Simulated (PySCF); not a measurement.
# CsLi−: from the state search to spectroscopic constants

Aim: find the lowest electronic state of CsLi−, scan its bond at several levels of theory, and get bond length, wavenumber and dissociation energy from each curve.

Computed with PySCF 2.14.0. Level: Cs def2-SVPD with ECP46, Li def2-SVPD, scalar-relativistic core potentials.

4 further runs of the same task are left out: 4 set aside as unsound or not needed.

### 1 Input

The job is set up so:

- atoms: Cs, Li
- charge: -1
- basis: Cs def2-SVPD with ECP46, Li def2-SVPD
- Hamiltonian: scalar-relativistic core potentials
- basis functions: 39
- electrons treated: 13
- masses in u: 132.9054, 7.0160
- levels: PBE0, PBE, r²SCAN, LDA, B2PLYP, PBEsol, CAM-B3LYP, MP2, SCS-MP2, CCSD, CCSD(T)
- grid: 80 radial by 434 angular points
- occupations: held fixed by the projection of orbital angular momentum
- dissociation limit: Cs + Li−, each in its ground configuration
- starting distance in angstrom: 3.590
- values of 2S to try: 1, 3

The run is started by

```sh
> OMP_NUM_THREADS=1 python dia.py task.json out
```

Further steps of the session: First curve: PBE0; PBE; r²SCAN; LDA; B2PLYP (double hybrid); PBEsol; CAM-B3LYP (range-separated hybrid); Adding correlation.

What does the calculation give? Wanted: for each run, Re; ωe; De; μ.

As calculated:

Lowest PBE0 solution found, without spin–orbit coupling: ²Σ⁺ (doublet), unpaired electrons σ ↑.

```csv
level,Re (Å),ωe (cm⁻¹),De (eV),μ (D)
ROHF-MP2,4.266,111.4,0.54,n/a
ROHF-SCS-MP2,4.287,110.4,0.54,n/a
ROHF-CCSD,4.270,109.6,0.51,n/a
ROHF-CCSD(T),4.248,111.0,0.53,n/a
LDA,4.068,117.7,0.76,-5.98
PBE,4.185,111.9,0.72,-5.68
PBEsol,4.148,114.4,0.73,-5.79
r²SCAN,4.331,104.1,0.69,-6.90
PBE0,4.226,112.3,0.68,-5.91
CAM-B3LYP,4.240,109.8,0.57,-6.36
B2PLYP,4.222,110.1,0.57,-5.93
```

De is counted to Cs + Li− in their ground configurations. A positive dipole points from Cs to Li; in an ion it is taken about the centre of mass and does not tell which atom is negative. ⟨S²⟩ is off the pure value of 0.75 by over a tenth at r²SCAN 0.90, PBE0 0.85, CAM-B3LYP 0.83, B2PLYP 0.88.

What this shows: The methods spread over 0.263 Å in bond length, from LDA to r²SCAN. CCSD(T) can't serve as the judge here: for a weak bond in this basis it is far from its limit. Of the levels with a De here, ROHF-CCSD gives the least (0.51 eV) and LDA the most (0.76 eV).

Spin–orbit coupling is left out. B2PLYP dipoles, levels and charges come from its SCF part alone. With some functionals the highest level of the anion is positive, from self-interaction error or because the anion is truly unbound there; the finite basis then holds the extra electron, and no neutral molecule was run to test the binding. With spin–orbit coupling the term label itself may not hold.
